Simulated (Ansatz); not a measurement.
HfB:

```
CELL_PARAMETERS angstrom
0.00000 2.31000 2.31000
2.31000 0.00000 2.31000
2.31000 2.31000 0.00000
ATOMIC_POSITIONS crystal
Hf 0.50000 0.50000 0.50000
B 0.00000 0.00000 0.00000
```

* Program: Ansatz 0.2.0
* Task: relaxation of cell and atoms
* Functional: HSE03
* Potentials or basis: Ansatz PAW
* Cutoff: 420 eV (not typed: the program's choice for these potentials)
* k mesh: 5 × 5 × 5
* Occupations: fermi-dirac, width 0.05 eV
* Spin: no spin polarisation

At the start: volume 12.33 Å³/atom.

Problem. How do energy, volume and symmetry change on relaxing?

Solution. It ends after 7 steps and the volume is 14.12 Å³/atom (+14.5 %); space group Fm-3m (No. 225, to 0.05 Å).

The path:
| step | energy change (eV) | largest force (eV/Å) | volume (Å³) |
| --- | --- | --- | --- |
| 1 | 0.0000 | 0.0000 | 24.65 |
| 2 | -0.3036 | 0.0000 | 28.44 |
| 3 | -0.3048 | 0.0000 | 28.25 |
| 4 | -0.3048 | 0.0000 | 28.21 |
| 5 | -0.3098 | 0.0000 | 28.21 |
| 6 | -0.3098 | 0.0000 | 28.23 |
| 7 | -0.3098 | 0.0000 | 28.23 |

Final structure:
```
CELL_PARAMETERS angstrom
0.00000 2.41679 2.41679
2.41679 0.00000 2.41679
2.41679 2.41679 0.00000
ATOMIC_POSITIONS crystal
Hf 0.50000 0.50000 0.50000
B 0.00000 0.00000 0.00000
```

Caveat: the k mesh is coarse (spacing up to 0.47 Å⁻¹), so the values aren't converged, least of all with exact exchange; the plane-wave basis is chosen anew once the cell has moved, so the energies of steps on either side of that aren't comparable; the volume moved by +15 % from the deposited cell, more than functionals usually miss; the PAW data sets come from PBE, with cores solved anew for the run's functional, which leaves a small shift of forces and pressure.
